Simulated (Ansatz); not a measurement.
**Trimethylgallium (TMGa) (C₃H₉Ga): basis-set convergence**

An exercise on one series of results from a longer session: the logs are not shown, and one member is left open.

Program: Ansatz 0.2.0, Gaussian basis. Level of theory: one geometry, several basis sets. These are calculated values, not measurements.

Plan: PBE0-D4/def2-SVP; ωB97M-V/def2-SVP; PBE0-D4/def2-QZVPP; ωB97M-V/def2-QZVPP; the functionals' def2-TZVPP values are taken from earlier runs.

## The relaxed structure

The geometry comes from an earlier relaxation with PBE0-D4 in a triple-zeta def2 set; it is a stationary point, not always the lowest conformer.

SMILES `[CH3][Ga]([CH3])[CH3]`, 13 atoms, charge 0, spin multiplicity 1.

Atoms are counted from 1 here; the program's logs count them from 0.

Bond lengths: C1–Ga2 1.976 Å, C1–H5 1.092 Å, C1–H6 1.095 Å, C1–H7 1.092 Å, Ga2–C3 1.976 Å, Ga2–C4 1.976 Å, C3–H8 1.092 Å, C3–H9 1.092 Å, C3–H10 1.095 Å, C4–H11 1.092 Å, C4–H12 1.095 Å, C4–H13 1.092 Å. Angles: Ga2–C1–H5 112.0°, Ga2–C1–H6 109.2°, Ga2–C1–H7 112.1°, H5–C1–H6 107.2°, H5–C1–H7 108.9°, H6–C1–H7 107.2°, C1–Ga2–C3 119.9°, C1–Ga2–C4 120.1°, C3–Ga2–C4 119.9°, Ga2–C3–H8 112.0°, Ga2–C3–H9 112.1°, Ga2–C3–H10 109.2°, H8–C3–H9 108.9°, H8–C3–H10 107.2°, H9–C3–H10 107.2°, Ga2–C4–H11 112.1°, Ga2–C4–H12 109.2°, Ga2–C4–H13 112.0° and more.

Coordinates:

```csv
atom,x (Å),y (Å),z (Å)
C1,-0.38784,1.66278,-0.98922
Ga2,0.03446,-0.01367,-0.03224
C3,1.38285,-0.01172,1.41233
C4,-0.95512,-1.67084,-0.45541
H5,0.47242,2.33340,-1.04000
H6,-1.18071,2.19446,-0.45184
H7,-0.75270,1.47691,-2.00143
H8,2.15896,0.73846,1.24729
H9,1.85463,-0.98877,1.53496
H10,0.89367,0.23295,2.36151
H11,-1.30553,-1.68797,-1.48936
H12,-1.83943,-1.73667,0.18785
H13,-0.35515,-2.56412,-0.26954
```

The first run:

in.yaml

```yaml
crystal:
  periodic: [false, false, false]
  atoms:
    - {symbol: C, position_ang: [-0.387838, 1.662778, -0.989224]}
    - {symbol: Ga, position_ang: [0.034464, -0.013665, -0.032241]}
    - {symbol: C, position_ang: [1.382847, -0.011722, 1.412330]}
    - {symbol: C, position_ang: [-0.955122, -1.670840, -0.455413]}
    - {symbol: H, position_ang: [0.472417, 2.333400, -1.039998]}
    - {symbol: H, position_ang: [-1.180713, 2.194457, -0.451841]}
    - {symbol: H, position_ang: [-0.752705, 1.476914, -2.001428]}
    - {symbol: H, position_ang: [2.158962, 0.738457, 1.247291]}
    - {symbol: H, position_ang: [1.854628, -0.988770, 1.534959]}
    - {symbol: H, position_ang: [0.893665, 0.232950, 2.361514]}
    - {symbol: H, position_ang: [-1.305530, -1.687969, -1.489356]}
    - {symbol: H, position_ang: [-1.839425, -1.736669, 0.187848]}
    - {symbol: H, position_ang: [-0.355150, -2.564119, -0.269543]}
basis:
  gaussian: {orbitals: def2-SVP}
hamiltonian: {xc: pbe0, dispersion: d4}
output: {orbitals: {seedname: orbitals}}
```

Command:

```sh
> ansatz run in.yaml --threads 4 --pin off --events-out ev --progress --plain --max-ram 10444MiB
```

Among the steps run: PBE0-D4 in def2-SVP; ωB97M-V in def2-SVP; PBE0-D4 in def2-QZVPP; ωB97M-V in def2-QZVPP.

One table of the session follows, with a row left open; its other results are not shown here.

It belongs to the step «Functionals by basis». 

| functional | basis | HOMO (eV) |
| --- | --- | --- |
| PBE0-D4 | def2-SVP | -7.38 |
| PBE0-D4 | def2-TZVPP | -7.43 |
| PBE0-D4 | def2-QZVPP | -7.43 |
| ωB97M-V | def2-SVP | ? |
| ωB97M-V | def2-TZVPP | -9.64 |
| ωB97M-V | def2-QZVPP | -9.65 |

Estimate the missing values for ωB97M-V, def2-SVP.

As computed: HOMO (eV): -9.59. In the column «HOMO (eV)» it lies between ωB97M-V, def2-TZVPP (-9.64) and PBE0-D4, def2-TZVPP (-7.43).
